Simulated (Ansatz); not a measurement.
Relaxation of a periodic cell of 13 atoms, CuRe₁₂ (host Re, host structure hcp, interstitial Cu), to a largest force component of 0.03 eV/Å in at most 60 steps.

Theory: DFT PBE-D3(BJ), scalar-relativistic, plane waves, PAW in Ansatz 0.2.0. Settings: cutoff 420 eV, k mesh 4x3x4, fermi-dirac smearing 0.1 eV, no spin polarisation.

```xyz
13
Lattice="5.5200 0.0000 0.0000 -4.1400 7.1707 0.0000 0.0000 0.0000 4.4574" Properties=species:S:1:pos:R:3:forces:R:3
Re 0.000 0.000 0.000 10.36 -5.46 -7.31
Re 0.000 1.593 2.229 9.75 5.81 6.51
Re -1.380 2.390 0.000 0.32 11.11 -6.73
Re -1.380 3.984 2.229 0.03 0.02 -0.02
Re -2.760 4.780 0.000 -0.06 0.02 0.01
Re -2.760 6.374 2.229 0.01 -0.22 -0.18
Re 2.760 0.000 0.000 -12.69 -7.21 -9.82
Re 2.760 1.593 2.229 -11.80 7.52 8.79
Re 1.380 2.390 0.000 -0.05 0.18 0.17
Re 1.380 3.984 2.229 0.02 -0.07 -0.02
Re 0.000 4.780 0.000 -0.05 -0.10 0.07
Re 0.000 6.374 2.229 0.52 -14.94 9.63
Cu 4.093 0.753 1.130 3.64 3.36 -1.10
```

Problem. Where does it end, and by what steps?

Solution. The forces met the threshold. Limits of this set-up: coarse k mesh. After 15 steps the energy has fallen by 11.899 eV; Re3 moved furthest, 0.82 Å. The start is strongly strained (largest force component 15 eV/Å), so its close contacts needn't be bonds. Parted: Re3–Re7 (2.76 → 3.82 Å).

```json
{"step": "0", "energy less start (eV)": "0.0000", "largest force component (eV/Å)": "14.939", "accepted": "yes"}
{"step": "1", "energy less start (eV)": "-9.7876", "largest force component (eV/Å)": "3.473", "accepted": "yes"}
{"step": "2", "energy less start (eV)": "-10.9487", "largest force component (eV/Å)": "0.671", "accepted": "yes"}
{"step": "3", "energy less start (eV)": "-11.0141", "largest force component (eV/Å)": "0.160", "accepted": "yes"}
{"step": "4", "energy less start (eV)": "-11.0175", "largest force component (eV/Å)": "0.155", "accepted": "yes"}
{"step": "5", "energy less start (eV)": "-11.0341", "largest force component (eV/Å)": "0.527", "accepted": "yes"}
{"step": "6", "energy less start (eV)": "-11.0854", "largest force component (eV/Å)": "1.435", "accepted": "yes"}
{"step": "7", "energy less start (eV)": "-11.2488", "largest force component (eV/Å)": "2.053", "accepted": "yes"}
{"step": "8", "energy less start (eV)": "-11.4611", "largest force component (eV/Å)": "1.601", "accepted": "yes"}
{"step": "9", "energy less start (eV)": "-11.7568", "largest force component (eV/Å)": "0.591", "accepted": "yes"}
{"step": "10", "energy less start (eV)": "-11.8261", "largest force component (eV/Å)": "0.792", "accepted": "yes"}
{"step": "11", "energy less start (eV)": "-11.8527", "largest force component (eV/Å)": "0.388", "accepted": "yes"}
{"step": "12", "energy less start (eV)": "-11.8543", "largest force component (eV/Å)": "0.363", "accepted": "yes"}
{"step": "13", "energy less start (eV)": "-11.8958", "largest force component (eV/Å)": "0.090", "accepted": "yes"}
{"step": "14", "energy less start (eV)": "-11.8983", "largest force component (eV/Å)": "0.064", "accepted": "yes"}
{"step": "15", "energy less start (eV)": "-11.8994", "largest force component (eV/Å)": "0.020", "accepted": "yes"}
```

```xyz
13
Lattice="5.5200 0.0000 0.0000 -4.1400 7.1707 0.0000 0.0000 0.0000 4.4574" Properties=species:S:1:pos:R:3
Re 0.045 -0.010 -0.057
Re 0.166 1.399 2.181
Re -0.819 2.764 -0.474
Re -1.515 3.908 1.966
Re -2.779 4.664 -0.102
Re -2.806 6.223 2.204
Re 2.608 -0.392 0.008
Re 2.591 1.484 2.831
Re 1.536 2.449 0.315
Re 1.294 3.951 2.352
Re 0.118 4.895 0.098
Re -0.046 6.300 2.286
Cu 3.698 1.362 0.892
```

Run time: 2.9 min on 4 threads of Arm Neoverse V2, with other jobs on the host, peak memory 0.97 GiB.
